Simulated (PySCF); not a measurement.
# EuH2O2 ([Eu(OH)2]+): the cost of one run

Computed with PySCF 2.14.0 and routines of our own; the level stands in each step. Atoms count from 0.

### Step 1. The system as given

5 atoms, charge 1, states of the metal's open shell are computed; geometry from: model geometry, bond lengths from ionic radii.

### Step 2. Ligand-field states: state-averaged CASSCF

The job: settings as JSON, then the geometry in Å.

```
{"job": {"kind": "lf", "basis": {"metal": "x2c-TZVPall", "ligand": "x2c-SVPall"}, "nevpt": false, "roots": {"7": 7, "5": 140, "3": 113, "1": 123}}, "charge": 1, "metal": "Eu", "open_shell": "f6"}
Eu     0.000000     0.000000     0.000000
O      0.000000     0.000000     2.077000
H      0.800000     0.000000     2.617000
O      0.000000     0.000000    -2.077000
H     -0.800000     0.000000    -2.617000
```

Method: state-averaged CASSCF of the metal f shell, state-interaction spin-orbit coupling.

Started as:

```bash
OMP_NUM_THREADS=1 python lf_run.py task.json out
```

The driver reads the jobs from task.json and runs them one after another.

Q: Estimate the wall time and peak memory of this first job on 1 thread of Arm Neoverse V1, shared host.

About 33 s, with a peak of 0.67 GiB.
